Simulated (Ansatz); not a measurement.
**C6H18N2O2Zr: a ladder of functionals and wavefunction methods**

The task here is to estimate one member of a computed series from the others.

Method: functionals in def2-TZVPP, the program's frozen cores in correlated methods; program: Ansatz 0.2.0, Gaussian basis.

Levels to be run: LDA (SPW92), PBE-D4, revPBE-D4, BLYP-D4, r2SCAN-D4, B97M-V, PBE0-D4, B3LYP-D4, r2SCANh-D4, r2SCAN0-D4, HSE06-D4, BHLYP-D4, CAM-B3LYP-D4, LC-ωPBE, ωB97X-V, ωB97M-V, B2PLYP, PBE-QIDH; CCSD(T)/def2-SVP; CCSD(T)/def2-TZVPP; MP2/def2-QZVPP; extrapolation to the limit; RPA on PBE.

## The relaxed structure

The geometry comes from an earlier relaxation with PBE0-D4 in a triple-zeta def2 set; it is a stationary point, not always the lowest conformer. Zr takes the def2 core potential; no spin-orbit term is included.

SMILES `CC(C)[NH][Zr]([OH])([OH])[NH]C(C)C`, 29 atoms, charge 0, spin multiplicity 1.

Atoms are counted from 1 here; the program's logs count them from 0.

Bond lengths: C1–C2 1.519 Å, C1–H12 1.093 Å, C1–H13 1.096 Å, C1–H14 1.092 Å, C2–C3 1.522 Å, C2–N4 1.452 Å, C2–H15 1.102 Å, C3–H16 1.094 Å, C3–H17 1.094 Å, C3–H18 1.094 Å, N4–Zr5 2.041 Å, N4–H19 1.015 Å, Zr5–O6 1.945 Å, Zr5–O7 1.951 Å, Zr5–N8 2.052 Å, O6–H20 0.953 Å, O7–H21 0.952 Å, N8–C9 1.450 Å and more. Angles: C2–C1–H12 111.4°, C2–C1–H13 110.4°, C2–C1–H14 110.9°, H12–C1–H13 108.2°, H12–C1–H14 108.0°, H13–C1–H14 107.9°, C1–C2–C3 111.0°, C1–C2–N4 109.8°, C1–C2–H15 107.6°, C3–C2–N4 111.0°, C3–C2–H15 107.7°, N4–C2–H15 109.7°, C2–C3–H16 110.2°, C2–C3–H17 111.2°, C2–C3–H18 111.0°, H16–C3–H17 108.5°, H16–C3–H18 108.0°, H17–C3–H18 107.9° and more.

Set-up of the first run:

File in.yaml:

```yaml
crystal:
  periodic: [false, false, false]
  atoms:
    - {symbol: C, position_ang: [1.255346, 1.981949, 1.671711]}
    - {symbol: C, position_ang: [-0.214436, 2.265018, 1.932434]}
    - {symbol: C, position_ang: [-0.636095, 1.741897, 3.298474]}
    - {symbol: N, position_ang: [-1.021754, 1.678739, 0.877863]}
    - {symbol: Zr, position_ang: [-0.545838, 0.778933, -0.891277]}
    - {symbol: O, position_ang: [-2.189514, 0.759365, -1.930232]}
    - {symbol: O, position_ang: [0.925136, 1.665234, -1.816739]}
    - {symbol: N, position_ang: [0.011926, -1.123025, -0.361347]}
    - {symbol: C, position_ang: [0.603810, -2.202612, -1.126803]}
    - {symbol: C, position_ang: [-0.198339, -3.488692, -0.984201]}
    - {symbol: C, position_ang: [0.717022, -1.795183, -2.586440]}
    - {symbol: H, position_ang: [1.573126, 2.383699, 0.705916]}
    - {symbol: H, position_ang: [1.442020, 0.902363, 1.670851]}
    - {symbol: H, position_ang: [1.881475, 2.430078, 2.445967]}
    - {symbol: H, position_ang: [-0.346759, 3.358728, 1.937067]}
    - {symbol: H, position_ang: [-0.488504, 0.659406, 3.349964]}
    - {symbol: H, position_ang: [-0.054199, 2.210096, 4.097339]}
    - {symbol: H, position_ang: [-1.693152, 1.947860, 3.488180]}
    - {symbol: H, position_ang: [-2.009617, 1.821823, 1.061126]}
    - {symbol: H, position_ang: [-2.848690, 0.259022, -2.403235]}
    - {symbol: H, position_ang: [1.346708, 2.097312, -2.553114]}
    - {symbol: H, position_ang: [-0.141682, -1.406640, 0.599127]}
    - {symbol: H, position_ang: [1.624629, -2.402837, -0.762000]}
    - {symbol: H, position_ang: [0.269830, -4.311684, -1.531938]}
    - {symbol: H, position_ang: [-1.212044, -3.345427, -1.369279]}
    - {symbol: H, position_ang: [-0.275914, -3.785665, 0.065336]}
    - {symbol: H, position_ang: [-0.277505, -1.604326, -3.007034]}
    - {symbol: H, position_ang: [1.181537, -2.584604, -3.180887]}
    - {symbol: H, position_ang: [1.321497, -0.890816, -2.696819]}
basis:
  gaussian: {orbitals: def2-TZVPP}
hamiltonian: {xc: lda}
output: {orbitals: {seedname: orbitals}}
```

Started as:

```sh
ansatz run in.yaml --threads 10 --pin off --events-out ev --progress --plain --max-ram 110592MiB --backend cuda --devices 0, --max-vram 75GiB
```

Among the steps run: LDA; PBE-D4 (GGA); revPBE-D4 (GGA); BLYP-D4 (GGA); r2SCAN-D4 (meta-GGA); B97M-V (meta-GGA); PBE0-D4 (hybrid); B3LYP-D4 (hybrid); r2SCANh-D4 (hybrid); r2SCAN0-D4 (hybrid); HSE06-D4 (hybrid); BHLYP-D4 (hybrid); CAM-B3LYP-D4 (range-separated); LC-ωPBE (range-separated); ωB97X-V (range-separated); ωB97M-V (range-separated); B2PLYP (double hybrid); PBE-QIDH (double hybrid).

One table of the session follows, with a row left open; its other results are not shown here.

It belongs to the step «Orbital energies across the functionals». 

| functional | HOMO (eV) | gap (eV) |
| --- | --- | --- |
| LDA (SPW92) | -5.13 | 4.22 |
| PBE-D4 | -4.95 | 4.30 |
| revPBE-D4 | -4.88 | 4.32 |
| BLYP-D4 | -4.84 | 4.27 |
| r2SCAN-D4 | ? | ? |
| B97M-V | -5.31 | 4.76 |
| PBE0-D4 | -6.24 | 6.33 |
| B3LYP-D4 | -6.02 | 5.85 |
| r2SCANh-D4 | -5.67 | 5.60 |
| r2SCAN0-D4 | -6.41 | 6.84 |
| HSE06-D4 | -5.83 | 5.59 |
| BHLYP-D4 | -7.46 | 8.04 |
| CAM-B3LYP-D4 | -7.61 | 8.32 |
| LC-ωPBE | -8.94 | 10.64 |
| ωB97X-V | -8.62 | 10.17 |
| ωB97M-V | -8.55 | 9.54 |

Q: Estimate the row for r2SCAN-D4 from the others.

Worked estimate for «HOMO (eV)». Against the share of exact exchange, r2SCANh-D4 (0.1, -5.67), r2SCAN0-D4 (0.25, -6.41) give a slope of -4.93 per unit share; at 0 the line stands at -5.18.

**Answer.** HOMO (eV): -5.19; gap (eV): 4.77. In «HOMO (eV)» the line misses by +0.01.
